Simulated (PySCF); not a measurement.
# GeH₃ radical: a look at the electrons

For GeH₃ radical, the scripts below see where an electron leaves and enters, analyse its density (charges, bond critical points, surface potential) and measure its response to a uniform field.

Computed with PySCF 2.14.0. Level: levels as typed in each script, gas phase, geometry from GFN2-xTB.

## 1. The system as given

SMILES `[GeH3]`, 4 atoms, charge 0, spin multiplicity 2.

Bond lengths: Ge1–H2 1.541 Å, Ge1–H3 1.541 Å, Ge1–H4 1.541 Å. Angles: H2–Ge1–H3 102.5°, H2–Ge1–H4 102.5°, H3–Ge1–H4 102.5°.

Coordinates:

```xyz
4

Ge    0.0000    0.0000    0.0573
H     1.3266    0.4081   -0.6118
H    -0.3099   -1.3529   -0.6117
H    -1.0167    0.9448   -0.6118
```

## 2. Removing and adding an electron (PBE/6-311g**)

Contents of input.py:

```python
import numpy as np
from pyscf import gto, scf, dft
from pyscf.scf import atom_ks, atom_hf
from scipy.linalg import block_diag

def solve(mol, dm0=None, hcore=None):
    mf = (dft.UKS if mol.spin else dft.RKS)(mol, xc='pbe')
    mf.grids.level = 3
    mf = mf.density_fit(auxbasis='def2-universal-jkfit')
    mf.conv_tol, mf.max_cycle = 1e-8, 80
    if hcore is not None:
        mf.get_hcore = lambda *args: hcore
    mf.kernel(dm0)
    if not mf.converged:
        mf = mf.newton().run(mf.mo_coeff, mf.mo_occ, max_cycle=30)
    assert mf.converged, 'SCF not converged'
    return mf

mol = gto.M(atom='''
Ge     0.00000     0.00000     0.05735
H      1.32658     0.40806    -0.61177
H     -0.30990    -1.35290    -0.61173
H     -1.01674     0.94478    -0.61175
''', basis='6-311g**', charge=0, spin=1, verbose=4)
mf = solve(mol)
out = dict(e0=mf.e_tot, dm0=mf.make_rdm1(), c=mf.mo_coeff, occ=mf.mo_occ, eps=mf.mo_energy)
for name, dq, spin in [('cation', 1, 0), ('anion', -1, 0)]:
    ion = mol.copy().set(charge=mol.charge + dq, spin=spin).build()
    mi = solve(ion)
    if spin and dq > 0 and mol.nao < 130:
        c, _, stable, _ = mi.stability(return_status=True)
        if not stable:
            mi = solve(ion, mi.make_rdm1(c, mi.mo_occ))
    print(name, 'vertical energy change / eV', (mi.e_tot - mf.e_tot) * 27.211386)
    out.update({'e_' + name: mi.e_tot, 'dm_' + name: mi.make_rdm1(), 's2_' + name: mi.spin_square()[0], 'eps_' + name: mi.mo_energy, 'occ_' + name: mi.mo_occ})
# spherically averaged free atoms, for the promolecule
atm = atom_ks.get_atm_nrks(mol, xc='pbe')
pro = block_diag(*[(atm[a[0]][2] * atm[a[0]][3]) @ atm[a[0]][2].T for a in mol._atom])
np.savez('result.npz', pro=pro, **out)
```

Command:

```sh
$ OMP_NUM_THREADS=1 python input.py
```

## 3. Density, bond paths and surface potential (PBE0/cc-pvdz)

Contents of input.py:

```python
import numpy as np
from pyscf import gto, scf, dft
from pyscf.scf import atom_ks, atom_hf
from scipy.linalg import block_diag

def solve(mol, dm0=None, hcore=None):
    mf = (dft.UKS if mol.spin else dft.RKS)(mol, xc='pbe0')
    mf.grids.level = 3
    mf = mf.density_fit(auxbasis='def2-universal-jkfit')
    mf.conv_tol, mf.max_cycle = 1e-8, 80
    if hcore is not None:
        mf.get_hcore = lambda *args: hcore
    mf.kernel(dm0)
    if not mf.converged:
        mf = mf.newton().run(mf.mo_coeff, mf.mo_occ, max_cycle=30)
    assert mf.converged, 'SCF not converged'
    return mf

mol = gto.M(atom='''
Ge     0.00000     0.00000     0.05735
H      1.32658     0.40806    -0.61177
H     -0.30990    -1.35290    -0.61173
H     -1.01674     0.94478    -0.61175
''', basis='cc-pvdz', charge=0, spin=1, verbose=4)
mf = solve(mol)
mf.analyze()
# spherically averaged free atoms, for the promolecule
atm = atom_ks.get_atm_nrks(mol, xc='pbe0')
pro = block_diag(*[(atm[a[0]][2] * atm[a[0]][3]) @ atm[a[0]][2].T for a in mol._atom])
np.savez('result.npz', e=mf.e_tot, c=mf.mo_coeff, occ=mf.mo_occ, eps=mf.mo_energy, pro=pro, dip=mf.dip_moment(verbose=0), s2=mf.spin_square()[0])
```

## 5. Response to an electric field (B3LYP/def2-svpd)

Contents of input.py:

```python
import numpy as np
from pyscf import gto, scf, dft
from pyscf.scf import atom_ks, atom_hf
from scipy.linalg import block_diag

def solve(mol, dm0=None, hcore=None):
    mf = (dft.UKS if mol.spin else dft.RKS)(mol, xc='b3lyp')
    mf.grids.level = 3
    mf = mf.density_fit(auxbasis='def2-universal-jkfit')
    mf.conv_tol, mf.max_cycle = 1e-8, 80
    if hcore is not None:
        mf.get_hcore = lambda *args: hcore
    mf.kernel(dm0)
    if not mf.converged:
        mf = mf.newton().run(mf.mo_coeff, mf.mo_occ, max_cycle=30)
    assert mf.converged, 'SCF not converged'
    return mf

mol = gto.M(atom='''
Ge     0.00000     0.00000     0.05735
H      1.32658     0.40806    -0.61177
H     -0.30990    -1.35290    -0.61173
H     -1.01674     0.94478    -0.61175
''', basis='def2-svpd', charge=0, spin=1, verbose=4)
field = np.array([0.0, 0.01, 0.0])  # atomic units
mol.set_common_orig(mol.atom_charges() @ mol.atom_coords() / mol.atom_charges().sum())
mf = solve(mol)
out = dict(dm0=mf.make_rdm1(), d0=mf.dip_moment(unit='AU'), e0=mf.e_tot)
for name, sign in (('p', 1), ('m', -1)):
    h = mf.get_hcore() + sign * np.einsum('x,xij->ij', field, mol.intor('int1e_r'))
    mi = solve(mol, mf.make_rdm1(), h)
    out.update({'dm' + name: mi.make_rdm1(), 'd' + name: mi.dip_moment(unit='AU'), 'e' + name: mi.e_tot})
# spherically averaged free atoms, for the promolecule
atm = atom_ks.get_atm_nrks(mol, xc='b3lyp')
pro = block_diag(*[(atm[a[0]][2] * atm[a[0]][3]) @ atm[a[0]][2].T for a in mol._atom])
np.savez('result.npz', pro=pro, **out)
```

(Steps that only read results are left out.)

Q: Predict the outcome of this session. Wanted: dipole moment; HOMO, LUMO; polarisability along the field.

**Answer**, as computed:

```
                                        quantity            value
                    dipole moment (PBE0/cc-pvdz)           0.43 D
                       HOMO, LUMO (PBE0/cc-pvdz)  -6.92, -3.33 eV
polarisability along the field (B3LYP/def2-svpd)       37.5 bohr³
```

At PBE0/cc-pvdz: The highest Hirshfeld charge is on Ge1 (+0.21 e), the lowest on H2, H3 and H4 (−0.07 e). All values hold at the given geometry, in the gas phase.
